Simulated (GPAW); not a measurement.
## Al3Au in GPAW: convergence with plane-wave cutoff (eV)

Input of the first run (plane-wave cutoff (eV) 200); the others differ in this setting and in those tied to it:

run.py

```python
from ase.dft.bandgap import bandgap
from ase.io import read, write
from ase.units import GPa
from gpaw import GPAW, PW

atoms = read('Al3Au.xyz')

calc = GPAW(mode=PW(200),
            xc='RPBE',
            kpts={'size': (6, 6, 6), 'gamma': True},
            occupations={'name': 'fermi-dirac', 'width': 0.05},
            nbands=22,
            convergence={'density': 1e-05, 'energy': 1e-05},
            maxiter=100,
            txt='gpaw.txt')
atoms.calc = calc
energy = atoms.get_potential_energy()
forces = atoms.get_forces()
stress = atoms.get_stress()
calc.write('gs.gpw')
write('result.traj', atoms)
print(f'Energy: {energy:.6f} eV')
print('Forces (eV/A):')
print(forces.round(4))
print('Stress (GPa):', (stress / GPa).round(3))
print('Fermi level:', round(calc.get_fermi_level(), 4), 'eV')
print(f'Gap: {bandgap(calc)[0]:.4f} eV, direct: {bandgap(calc, direct=True)[0]:.4f} eV')
```

The input Al3Au.xyz:

```xyz
4
Lattice="-2.0253330000 2.0253330000 4.0566000000 2.0253330000 -2.0253330000 4.0566000000 2.0253330000 2.0253330000 -4.0566000000" Properties=species:S:1:pos:R:3 pbc="T T T"
Au     0.0000000000      0.0000000000      0.0000000000
Al     0.0000000000      0.0000000000      4.0566000000
Al     2.0253330000      0.0000000000      2.0283000000
Al     0.0000000000      2.0253330000      2.0283000000
```

Potentials or basis: the program's PAW data sets (release 1.2.1) made for this functional, pw.

Run with:

```bash
$ OMP_NUM_THREADS=1 python run.py
```

The cell comes from a database or a generator and needn't be the stable form of this composition.

Hardware: 1 thread of Arm Neoverse V1, with other jobs on the host.

The values tried are 200, 250, 300, 350, 400, 500, 600, 800, 1000, loosest first. From which on does the pressure stay within 0.1 GPa of the tightest run that finished?

From 600 on.

```
plane-wave cutoff (eV)  energy less the tightest run, at zero smearing (meV/atom)  pressure (GPa)  SCF cycles  CPU time (s)  peak memory (GiB)
                   200                                                      99.58            2.18          10            13               0.13
                   250                                                      61.23            0.91          11            12               0.14
                   300                                                      23.35            1.85          11            13               0.14
                   350                                                      14.68            2.62          11            23               0.15
                   400                                                      13.69            2.55          11            25               0.16
                   500                                                       6.63            2.53          11            36               0.18
                   600                                                       5.29            2.65          11            47                0.2
                   800                                                       1.21            2.58          11            77               0.25
                  1000                                                       0.00            2.66          11           100               0.31
```

Not settled before the last step: the energy (to 1 meV/atom). The tightest run that finished is the yardstick and may itself not be fully converged.

Caveat, for the tightest run too: the k mesh is coarse (spacing up to 0.37 Å⁻¹), so the values aren't converged; with this Au data set, volumes or pressures lay over 1.5 % or 2 GPa off other programs in two to four cells of ten. Spin-orbit coupling is left out, which matters for the levels of Au.
